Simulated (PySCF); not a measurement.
# [Cs2F]+: stationary points from several starts

Aim: find the stationary points of [Cs2F]+ from linear and bent starts in the singlet state, tell minima from saddle points, and describe the lowest.

Program: PySCF 2.14.0. Level of theory: PBE0, basis F def2-TZVP, Cs def2-TZVP with ECP46, scalar-relativistic core potentials, no spin–orbit coupling, density fitting. These are calculated values, not measurements.

**1. Starting geometry**

3 atoms, charge 1, spin multiplicity 1.

Bond lengths: F1–Cs2 2.901 Å, F1–Cs3 2.901 Å. Angles: Cs2–F1–Cs3 180.0°.

Coordinates in bohr (charge 1 multiplicity 1):
```
F     0.0000    0.0000    0.0000
Cs    0.0000    0.0000    5.4817
Cs    0.0000    0.0000   -5.4817
```

**2. Linear start, singlet: relaxation**

One driver script runs all steps and calls PySCF; scf.py shows how it sets up the SCF of each step. The optimiser is the driver's own. Before each start the driver seeks the lowest SCF state from one or more starting densities and follows internal instabilities, so scf.py alone need not reach the same state.

The program finds D∞h symmetry in the start, which this walk keeps. The walk stops when the largest gradient is under 0.0003 Eh/bohr and the energy has settled too.

The input, scf.py:

```python
from pyscf import gto, scf, dft
mol = gto.M(atom='''
F      0.000000     0.000000     0.000000
Cs     0.000000     0.000000     2.900800
Cs     0.000000     0.000000    -2.900800''',
    basis={'F': 'def2-TZVP', 'Cs': 'def2-TZVP'},
    ecp={'Cs': 'def2-TZVP'},
    charge=1, spin=0)
mf = dft.RKS(mol, xc='PBE0')
mf.grids.atom_grid = (50, 194)
aux = {'F': 'def2-universal-JKFIT', 'Cs': 'def2-universal-JKFIT'}
mf = mf.density_fit(auxbasis=aux)
mf.kernel()
```

Energy and gradient, step by step:

| step | energy (Eh) | change (kJ/mol) | largest symmetric gradient (Eh/bohr) |
| --- | --- | --- | --- |
| 0 | -140.056668 | 0.00 | 0.01673 |
| 1 | -140.059449 | -7.30 | 0.01568 |
| 2 | -140.069760 | -34.37 | 0.00180 |
| 3 | -140.069742 | -34.33 | 0.00078 |
| 4 | -140.069729 | -34.29 | 0.00051 |
| 5 | -140.069720 | -34.27 | 0.00035 |
| 6 | -140.069712 | -34.25 | 0.00023 |
| 7 | -140.069707 | -34.23 | 0.00015 |
| 8 | -140.069703 | -34.22 | 0.00010 |
| 9 | -140.069695 | -34.20 | 0.00000 |

The walk ran for 12 s (4 threads, shared host).

It settles in D∞h symmetry, 34.2 kJ/mol below the start, after 9 steps: F–Cs 2.572 Å (×2); Cs–F–Cs 180.0°.

**3. Hessian and properties**

On the finer grid the gradient is checked again; gradients at displacements of ±0.01 bohr then give force constants and infrared intensities.

scf.py: that of step 2 with these lines changed.

```diff
@@ -3,3 +3,3 @@
-F      0.000000     0.000000     0.000000
-Cs     0.000000     0.000000     2.900800
-Cs     0.000000     0.000000    -2.900800''',
+F     -0.000000     0.000000     0.000000
+Cs    -0.000000    -0.000000     2.570223
+Cs     0.000000    -0.000000    -2.570223''',
@@ -10 +10 @@
-mf.grids.atom_grid = (50, 194)
+mf.grids.atom_grid = (75, 302)
```

The driver hands on the density of the step before, so the log starts near convergence.

SCF at the final geometry:

```text
init E= -140.069291322955
  HOMO = -0.416414476558347  LUMO = -0.134666079435505  gap/eV = 7.66676
cycle= 1 E= -140.069291322955  delta_E= 5.68e-13  |g|= 3.61e-06  |ddm|= 6.3e-06
  HOMO = -0.416416334698827  LUMO = -0.134666179288916  gap/eV = 7.66681
Extra cycle  E= -140.069291322952  delta_E= 2.53e-12  |g|= 6.01e-06  |ddm|= 7.22e-06
converged SCF energy = -140.069291322952
```

The whole step took 6.4 s.

Geometry: D∞h; F–Cs 2.570 Å (×2); Cs–F–Cs 180.0°.

Modes, for the most abundant isotopes:

```csv
symmetry,ω (cm⁻¹),IR (km/mol),μ (u)
πu,83,53.5,20.15
σg+,101,0.0,132.91
σu+,341,204,20.15
```

Every mode is real; the point is a minimum.

Properties at this point:

```
Dipole moment about the centre of mass                          : 0.00 D
Highest occupied level                                          : -11.33 eV
Lowest empty level                                              : -3.66 eV
Rotational constants                                            : 0.0096 cm⁻¹
Zero-point energy                                               : 3.6 kJ/mol
Principal polarisabilities                                      : 34.8, 34.8, 56.6 bohr³
Principal traceless quadrupole moments about the centre of mass : -24.89, -24.89, 49.79 D Å
Entropy at 298.15 K and 1 bar                                   : 316.4 J/(mol K)
Heat capacity Cp at 298.15 K                                    : 60.3 J/(mol K)
Enthalpy at 298.15 K above 0 K                                  : 15.61 kJ/mol
Rotational symmetry number                                      : 2
```

Charges (e) and bond orders:

```
 atom  Mulliken  Löwdin  polar tensor  Mayer order to F1
   F1     -0.78   -0.66         -1.04                  –
Cs2,3      0.89    0.83          1.02               0.17
```

Mulliken populations on F1: s 3.98, p 5.79, d 0.00, f 0.00.

**4. Relaxation: bent start, singlet**

The program finds C2v symmetry in the start, which this walk keeps. Threshold on the gradient: 0.0003 Eh/bohr, with a further test on the energy change.

scf.py: that of step 3 with these lines changed.

```diff
@@ -3,3 +3,3 @@
-F     -0.000000     0.000000     0.000000
-Cs    -0.000000    -0.000000     2.570223
-Cs     0.000000    -0.000000    -2.570223''',
+F      0.000000     0.000000    -1.552815
+Cs     2.376200    -0.000000     0.110985
+Cs    -2.376200     0.000000     0.110985''',
@@ -10 +10 @@
-mf.grids.atom_grid = (75, 302)
+mf.grids.atom_grid = (50, 194)
```

The optimiser's trace:

| step | energy (Eh) | change (kJ/mol) | largest symmetric gradient (Eh/bohr) |
| --- | --- | --- | --- |
| 0 | -140.040155 | 0.00 | 0.02688 |
| 1 | -140.046557 | -16.81 | 0.02372 |
| 2 | -140.059139 | -49.84 | 0.01278 |
| 3 | -140.063947 | -62.46 | 0.00404 |
| 4 | -140.066132 | -68.20 | 0.00600 |
| 5 | -140.068870 | -75.39 | 0.00308 |
| 6 | -140.069697 | -77.56 | 0.00175 |
| 7 | -140.069741 | -77.68 | 0.00112 |
| 8 | -140.069742 | -77.68 | 0.00089 |
| 9 | -140.069735 | -77.66 | 0.00064 |
| 10 | -140.069729 | -77.65 | 0.00051 |
| 11 | -140.069724 | -77.63 | 0.00042 |
| 12 | -140.069717 | -77.61 | 0.00031 |
| 13 | -140.069711 | -77.60 | 0.00023 |
| 14 | -140.069707 | -77.59 | 0.00016 |
| 15 | -140.069704 | -77.58 | 0.00012 |
| 16 | -140.069695 | -77.56 | 0.00003 |

The walk took 18 s.

It settles in D∞h symmetry, 77.6 kJ/mol below the start, after 16 steps: F–Cs 2.572 Å (×2); Cs–F–Cs 179.7°.

**5. Outcome**

| quantity | value |
| --- | --- |
| lowest minimum | singlet, D∞h |
| geometry | F–Cs 2.570 Å (×2); Cs–F–Cs 180.0° |
| wavenumbers (cm⁻¹) | 83 (πu), 101 (σg+), 341 (σu+) |
| dipole moment (centre of mass) | 0.00 D |
| highest occupied, lowest empty level | -11.33, -3.66 eV |
| polar-tensor charge of F1 | -1.04 e |
| zero-point energy | 3.6 kJ/mol |
| entropy at 298.15 K | 316.4 J/(mol K) |

The lowest minimum found is the singlet of D∞h symmetry. In the infrared the band at 341 cm⁻¹ (σu+) leads. A search over typed starts can miss a lower isomer. Take wavenumbers under 90 cm⁻¹ as rough. Spin–orbit coupling is left out.

The search up to here took 36 s.
